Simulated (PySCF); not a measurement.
# C3H6Ge: the cost of one run

The runs use PySCF 2.14.0, with density-fitted response routines of our own; the level of theory stands in each step. All values are computed, except where a source is named. Atoms are numbered from 0 throughout.

## 1. The molecule as given

10 atoms, charge 0, multiplicity 1; geometry from: GFN2-xTB. The atoms were then displaced at random by about 0.01 Å, so the start is not that level's minimum.

Bonds of the start (Å): C0–C1 1.22, C1–C2 1.46, C2–Ge3 1.95, C0–H4 1.03, C2–H5 1.09, C2–H6 1.08, Ge3–H7 1.51, Ge3–H8 1.47, Ge3–H9 1.50.

## 2. Geometry optimisation at PBE0-D3(BJ)/def2-SVP

What the job is given:

```
{"job": {"xc": "PBE0", "basis": "def2-SVP", "d3": "d3bj", "grid": 1, "shake": 0.01, "kind": "geom"}, "charge": 0, "multiplicity": 1}
C      2.424730     0.004710     0.165630
C      1.271010    -0.376260     0.181140
C     -0.110980    -0.832450     0.190900
Ge    -1.319320     0.631520    -0.260480
H      3.397440     0.352400     0.138400
H     -0.336000    -1.213260     1.190640
H     -0.198560    -1.650310    -0.516210
H     -2.747380     0.129310    -0.234070
H     -1.082900     1.177850    -1.602080
H     -1.247600     1.755550     0.725070
```

On the command line:

```
> OMP_NUM_THREADS=1 python probes_run.py task.json out
```

This one command runs all jobs of the session in turn.

**Question.** How long does this first job take on 1 thread of Arm Neoverse V2, shared host, and how much memory does it need?

About 21 s, with a peak of 0.42 GiB.
